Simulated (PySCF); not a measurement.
# CH₂Cl₂Na+, an ion with solvent molecules: interaction energy

The task here is to estimate one member of a computed series from the others.

Programs: PySCF 2.14.0. All values are calculated, for the isolated system unless a continuum is named. Atoms count from 0, parts from 1.

### The system as given

6 atoms, charge 1, multiplicity 1; geometry: GFN2-xTB. Parts: 1 = atom 0, `[Na+]`, charge 1; 2 = atoms 1–5, `ClCCl`, charge 0.

Set-up of the first run:

The job: settings as JSON, then the geometry in Å.

```
{"job": {"xc": "PBE0", "basis": "def2-SVPD", "d3": "d3bj", "grid": 2, "kind": "geom", "shake": 0.01}, "charge": 1, "multiplicity": 1, "parts": [{"atoms": "0-0", "charge": 1, "multiplicity": 1}, {"atoms": "1-5", "charge": 0, "multiplicity": 1}]}
Na     0.031133     0.275879    -0.323468
Cl     0.469121     2.802947    -0.988953
C      1.863750     2.375112    -1.948881
Cl     2.145158     0.641297    -1.881546
H      1.712553     2.667402    -2.988577
H      2.757773     2.869779    -1.512685
```

Run with:

```
> OMP_NUM_THREADS=1 python cluster_run.py task.json out
```

The driver reads the jobs from task.json and runs them one after another.

Among the steps run: Geometry optimisation at PBE0-D3(BJ)/def2-SVPD; Coupled-cluster interaction energy: CCSD(T) and MP2.

One of the session's tables, all rows but one given; the rest of the session is left out.

It belongs to the step «Coupled-cluster interaction energy: CCSD(T) and MP2». 

| method | interaction energy (kcal/mol) |
| --- | --- |
| HF/aug-cc-pVDZ | -17.60 |
| MP2/aug-cc-pVDZ | ? |
| CCSD/aug-cc-pVDZ | -16.55 |
| CCSD(T)/aug-cc-pVDZ | -16.43 |
| HF/aug-cc-pVTZ | -17.77 |
| MP2/aug-cc-pVTZ | -17.45 |
| SCS-MP2/aug-cc-pVTZ | -17.31 |
| MP2, extrapolated | -17.77 |
| CCSD(T), limit estimate | -17.68 |

Estimate the missing values for MP2/aug-cc-pVDZ.

The run gave: interaction energy (kcal/mol): -16.52. In the column «interaction energy (kcal/mol)» it lies between CCSD/aug-cc-pVDZ (-16.55) and CCSD(T)/aug-cc-pVDZ (-16.43).

In this run the core of Na (2s2p) is correlated, in a basis without core functions; only the other cores are frozen.
